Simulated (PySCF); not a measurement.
# C7H7: the cost of one run

Computed with PySCF 2.14.0 and routines of our own; the level stands in each step. Atoms count from 0.

## (1) The starting structure

14 atoms, charge 0, multiplicity 2; geometry from: GFN2-xTB.

## (2) Open-shell or spin-flip excitations: unrestricted TDDFT CAM-B3LYP/def2-SVPD

The job: settings as JSON, then the geometry in Å.

```
{"job": {"kind": "uabs", "xc": "CAM-B3LYP", "basis": "def2-SVPD", "nstates": 10, "tda": false}, "charge": 0, "multiplicity": 2}
C      1.982739    -0.044291     0.068720
C      0.482359    -0.002674     0.021397
C     -0.195570     1.207843     0.028771
C     -1.588075     1.241390    -0.025003
C     -2.242484     0.047996    -0.084674
C     -1.630484    -1.170935    -0.094312
C     -0.239730    -1.188655    -0.040382
H      2.322131    -0.722532     0.849915
H      2.379345    -0.403118    -0.881030
H      2.393830     0.943370     0.261149
H      0.354051     2.137688     0.077704
H     -2.111784     2.185358    -0.017907
H     -2.187147    -2.094928    -0.140961
H      0.280141    -2.136985    -0.045553
```

Level: unrestricted TDDFT CAM-B3LYP/def2-SVPD, vertical, gas phase, core orbitals frozen in the response.

Run with:

```
OMP_NUM_THREADS=1 python excited_run.py task.json out
```

This one command runs all jobs of the session in turn.

Q: Estimate the wall time and peak memory of this first job on 1 thread of Arm Neoverse V1, shared host.

About 89 s, with a peak of 0.77 GiB.
